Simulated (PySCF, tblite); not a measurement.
# C₅H₇BO: vibronic structure

Aim: compute the vibronic structure of C₅H₇BO (`COC1=CC=CB1`).

Programs: tblite 0.8.0 and PySCF 2.14.0, with routines of our own; each step states its level. All values are computed. Atoms count from 0.

### Step 1. The system as given

14 atoms, charge 0, multiplicity 1; geometry from: force field or distance geometry start.

### Step 2. Relaxing the molecule with GFN2-xTB

The job: settings as JSON, then the geometry in Å.

```
{"job": {"kind": "relax", "xc": "GFN2-xTB", "basis": "xTB"}, "charge": 0, "multiplicity": 1}
C     -2.481900    -0.244200     0.119900
O     -1.319700    -0.939400    -0.273200
C     -0.023600    -0.405900    -0.131000
C      1.071900    -1.032900    -0.494800
C      2.250100    -0.210500    -0.220300
C      1.905600     0.964600     0.287800
B      0.365800     0.997900     0.417100
H     -3.370600    -0.873200    -0.074000
H     -2.577300     0.693400    -0.465600
H     -2.458800    -0.005300     1.209600
H      1.093900    -2.039300    -0.907700
H      3.267300    -0.510700    -0.429100
H      2.600200     1.748900     0.575300
H     -0.323400     1.856100     0.832400
```

Started as:

```
$ OMP_NUM_THREADS=1 python excited_run.py task.json out
```

This one command runs all jobs of the session in turn.

Standard output:

```text
step      E/eV     max force
  0    -530.03841    3.420
  1    -530.13467    2.139
  2    -530.18702    0.522
  3    -530.20613    0.381
  4    -530.21953    0.402
  5    -530.22792    0.316
  6    -530.23476    0.192
  7    -530.23954    0.166
  8    -530.24216    0.131
  9    -530.24339    0.078
 10    -530.24394    0.056
 11    -530.24431    0.041
 12    -530.24469    0.048
 13    -530.24505    0.048
 14    -530.24531    0.050
 15    -530.24550    0.038
 16    -530.24566    0.042
 17    -530.24580    0.026
 18    -530.24589    0.027
 19    -530.24596    0.026
 20    -530.24606    0.030
 21    -530.24618    0.032
 22    -530.24630    0.030
 23    -530.24640    0.021
 24    -530.24648    0.026
 25    -530.24656    0.026
 26    -530.24663    0.019
 27    -530.24667    0.016
 28    -530.24669    0.013
 29    -530.24671    0.012
 30    -530.24673    0.009
```

It took 0.15 s on 1 thread of Arm Neoverse V1, shared host.

Along the way:

| step | energy from step 0 (eV) | largest force (eV/Å) |
| --- | --- | --- |
| 0 | 0.0000 | 3.4199 |
| 1 | -0.0963 | 2.1387 |
| 2 | -0.1486 | 0.5218 |
| 3 | -0.1677 | 0.3805 |
| 4 | -0.1811 | 0.4020 |
| 5 | -0.1895 | 0.3165 |
| 6 | -0.1964 | 0.1921 |
| 7 | -0.2011 | 0.1662 |
| 8 | -0.2038 | 0.1311 |
| 9 | -0.2050 | 0.0785 |
| 10 | -0.2055 | 0.0556 |
| 11 | -0.2059 | 0.0413 |
| 12 | -0.2063 | 0.0483 |
| 13 | -0.2066 | 0.0480 |
| 14 | -0.2069 | 0.0496 |
| 15 | -0.2071 | 0.0383 |
| 16 | -0.2073 | 0.0420 |
| 17 | -0.2074 | 0.0261 |
| 18 | -0.2075 | 0.0273 |
| 19 | -0.2075 | 0.0263 |
| 20 | -0.2077 | 0.0304 |
| 21 | -0.2078 | 0.0319 |
| 22 | -0.2079 | 0.0303 |
| 23 | -0.2080 | 0.0215 |
| 24 | -0.2081 | 0.0260 |
| 25 | -0.2082 | 0.0258 |
| 26 | -0.2082 | 0.0186 |
| 27 | -0.2083 | 0.0164 |
| 28 | -0.2083 | 0.0133 |
| 29 | -0.2083 | 0.0121 |
| 30 | -0.2083 | 0.0092 |

Distances of close pairs at the start and the end, largest changes first:

| bond | before (Å) | after (Å) | change (Å) |
| --- | --- | --- | --- |
| C2–B6 | 1.557 | 1.607 | +0.050 |
| O1–C2 | 1.409 | 1.360 | -0.049 |
| C2–C3 | 1.314 | 1.345 | +0.031 |
| C0–H9 | 1.116 | 1.094 | -0.022 |
| C4–C5 | 1.326 | 1.346 | +0.020 |
| C0–H7 | 1.106 | 1.089 | -0.017 |
| C0–H8 | 1.110 | 1.094 | -0.015 |
| C3–H10 | 1.088 | 1.076 | -0.012 |

The next job starts from the end point, and lists it.

### Step 3. Infrared spectrum with GFN2-xTB

The job: settings as JSON, then the geometry in Å.

```
{"job": {"kind": "ir", "xc": "GFN2-xTB", "basis": "xTB"}, "charge": 0, "multiplicity": 1}
C     -2.429134    -0.232201     0.119704
O     -1.314505    -0.989561    -0.286543
C     -0.089180    -0.419449    -0.138605
C      1.042830    -1.054595    -0.491150
C      2.210035    -0.198740    -0.218990
C      1.870911     0.991972     0.308151
B      0.327174     1.022434     0.435596
H     -3.302555    -0.853294    -0.073996
H     -2.510766     0.697449    -0.451468
H     -2.383515     0.006452     1.186516
H      1.123310    -2.041051    -0.912330
H      3.211190    -0.539422    -0.438050
H      2.604435     1.737699     0.566940
H     -0.360908     1.871834     0.840372
```

Standard output:

```text
mode    cm-1     km/mol
  1      63.5      1.32
  2     126.0      1.58
  3     171.7      4.86
  4     225.5      1.76
  5     306.5      0.71
  6     387.7      9.10
  7     463.4      0.24
  8     546.7     42.03
  9     650.6     16.28
 10     664.1     29.53
 11     772.6      6.47
 12     791.1    125.76
 13     813.6      7.34
 14     888.8     23.63
 15     907.3      0.89
 16     996.5     65.07
 17    1030.3      1.55
 18    1060.5     48.25
 19    1112.0      6.16
 20    1123.5      1.05
 21    1144.0     16.98
 22    1198.3     14.00
 23    1252.6    260.36
 24    1305.1     30.43
 25    1404.2      0.50
 26    1467.3      7.09
 27    1477.6     10.82
 28    1535.8    129.87
 29    1619.7    153.18
 30    2683.1    128.80
 31    2938.6     41.07
 32    2953.1     44.12
 33    3024.4     16.89
 34    3074.4     40.77
 35    3106.2     68.59
 36    3125.1     33.99
```

It took 0.34 s on 1 thread of Arm Neoverse V1, shared host.

The strongest bands and the atoms that carry them (share of the mass-weighted mode):

| cm⁻¹ | km/mol | atoms |
| --- | --- | --- |
| 791 | 125.8 | H12 30 %, H10 19 %, B6 13 %, H11 12 % |
| 996 | 65.1 | C3 31 %, H10 31 %, H11 13 %, C4 10 % |
| 1060 | 48.2 | B6 20 %, O1 20 %, C0 20 %, H13 13 % |
| 1253 | 260.4 | C2 47 %, O1 28 % |
| 1536 | 129.9 | C4 43 %, C5 38 % |
| 1620 | 153.2 | C2 47 %, C3 38 % |
| 2683 | 128.8 | H13 91 % |
| 3106 | 68.6 | H12 86 % |

### Step 4. Vibronic structure: TDDFT BHandHLYP/cc-pVDZ

The job, as its differences from that of step 3:

```diff
@@ -1,2 +1,2 @@
-{"job": {"kind": "ir", "xc": "GFN2-xTB", "basis": "xTB"}, "charge": 0, "multiplicity": 1}
+{"job": {"kind": "vib", "xc": "BHandHLYP", "basis": "cc-pVDZ", "tda": false}, "charge": 0, "multiplicity": 1}
 C     -2.429134    -0.232201     0.119704
```

Level: TDDFT BHandHLYP/cc-pVDZ vertical-gradient vibronic structure (displaced harmonic oscillators, Condon), gas phase.

Standard output:

```text
final grid: 53568 points
cycle   1  E = -294.5151997340  dE =  1.326e+00  |g| = 5.154e-01  |ddm| = 7.056e+00
cycle   2  E = -294.5290969252  dE = -1.390e-02  |g| = 4.952e-01  |ddm| = 1.432e+00
cycle   3  E = -294.5767673103  dE = -4.767e-02  |g| = 7.562e-02  |ddm| = 6.618e-01
cycle   4  E = -294.5776494231  dE = -8.821e-04  |g| = 3.894e-02  |ddm| = 1.427e-01
cycle   5  E = -294.5780514730  dE = -4.020e-04  |g| = 1.013e-02  |ddm| = 7.107e-02
cycle   6  E = -294.5780807195  dE = -2.925e-05  |g| = 2.769e-03  |ddm| = 1.687e-02
cycle   7  E = -294.5780865954  dE = -5.876e-06  |g| = 1.507e-03  |ddm| = 7.811e-03
cycle   8  E = -294.5780899145  dE = -3.319e-06  |g| = 1.015e-03  |ddm| = 7.292e-03
cycle   9  E = -294.5780908634  dE = -9.489e-07  |g| = 2.786e-04  |ddm| = 4.407e-03
cycle  10  E = -294.5780909956  dE = -1.322e-07  |g| = 1.184e-04  |ddm| = 1.895e-03
cycle  11  E = -294.5780910049  dE = -9.320e-09  |g| = 3.064e-05  |ddm| = 5.042e-04
cycle  12  E = -294.5780910055  dE = -6.057e-10  |g| = 6.009e-06  |ddm| = 1.137e-04
converged SCF energy = -294.5780910055

Singlet excitations (eV, f): 1.708 (0.0072)  4.556 (0.0000)  5.250 (0.0002)  5.721 (0.1174)  6.614 (0.0000)  6.948 (0.0034)

State S1  1.7082 eV  f = 0.00722  H->L 0.99
  relaxed dipole 1.418 D, largest gradient of the excitation energy 0.1090 Eh/bohr
  mode    cm-1        S   lambda/meV  Raman
   28   1535.8    1.4063     267.8   1.000
    8    546.7    1.8943     128.4   0.171
   29   1619.7    0.5251     105.4   0.415
    7    463.4    0.8818      50.7   0.057
   17   1030.3    0.3909      49.9   0.125
   16    996.5    0.3854      47.6   0.115
   11    772.6    0.3370      32.3   0.061
    9    650.6    0.2944      23.7   0.038
    4    225.5    0.3120       8.7   0.005
   25   1404.2    0.0329       5.7   0.020
   22   1198.3    0.0336       5.0   0.015
   18   1060.5    0.0340       4.5   0.012
  reorganisation energy 0.7413 eV, total S 6.630, 0-0 0.9669 eV
  absorption maximum 1.679 eV, width 0.780 eV

State S4  5.7209 eV  f = 0.11740  H-1->L 0.92
  relaxed dipole 2.028 D, largest gradient of the excitation energy 0.0685 Eh/bohr
  mode    cm-1        S   lambda/meV  Raman
   28   1535.8    0.4553      86.7   1.000
    9    650.6    1.0229      82.5   0.403
   23   1252.6    0.4625      71.8   0.676
   21   1144.0    0.3534      50.1   0.431
   16    996.5    0.2029      25.1   0.188
   14    888.8    0.1252      13.8   0.092
   11    772.6    0.1017       9.7   0.057
   27   1477.6    0.0455       8.3   0.092
   25   1404.2    0.0466       8.1   0.086
   17   1030.3    0.0613       7.8   0.061
    7    463.4    0.1206       6.9   0.024
   24   1305.1    0.0199       3.2   0.031
  reorganisation energy 0.3863 eV, total S 3.222, 0-0 5.3347 eV
  absorption maximum 5.677 eV, width 0.554 eV

State T1  0.7737 eV  f = 0.00000  H->L 0.95
  relaxed dipole 0.579 D, largest gradient of the excitation energy 0.1151 Eh/bohr
  mode    cm-1        S   lambda/meV  Raman
   28   1535.8    1.6048     305.6   1.000
   29   1619.7    0.5820     116.9   0.403
    8    546.7    1.1977      81.2   0.095
    9    650.6    0.7148      57.7   0.080
   17   1030.3    0.3317      42.4   0.093
   16    996.5    0.3014      37.2   0.079
    7    463.4    0.4924      28.3   0.028
   11    772.6    0.2465      23.6   0.039
   23   1252.6    0.1272      19.8   0.053
    4    225.5    0.3424       9.6   0.005
   21   1144.0    0.0405       5.7   0.014
   18   1060.5    0.0404       5.3   0.012
  reorganisation energy 0.7472 eV, total S 6.129, 0-0 0.0265 eV
```

It took 29 s on 1 thread of Arm Neoverse V1, shared host; peak memory 0.69 GiB.

### Step 5. What came out

```
                                                                                         quantity                     value
                                                        strongest single infrared mode (GFN2-xTB)     1253 cm⁻¹, 260 km/mol
                                                                     zero-point energy (GFN2-xTB)             66.3 kcal/mol
S1: vertical, reorganisation, 0-0, total S (step 4, TDDFT BHandHLYP/cc-pVDZ, modes from GFN2-xTB)  1.71, 0.74, 0.97 eV; 6.6
S4: vertical, reorganisation, 0-0, total S (step 4, TDDFT BHandHLYP/cc-pVDZ, modes from GFN2-xTB)  5.72, 0.39, 5.33 eV; 3.2
  T1: vertical, reorganisation, 0-0, total S (step 4, TDA BHandHLYP/cc-pVDZ, modes from GFN2-xTB)  0.77, 0.75, 0.03 eV; 6.1
```

In words: No mode is imaginary among the 36: a minimum at this level. The strongest single mode, at 1253 cm⁻¹, moves mainly C2 and O1. GFN2-xTB is a fitted tight-binding method: band positions and strengths are rough. Its intensities can rank the bands wrongly. In step 4 the harmonic model is doubtful. The vibronic model keeps the ground-state modes (from xTB) and shifts them along the gradient alone, so it can miss much of the relaxation that a full optimisation finds.
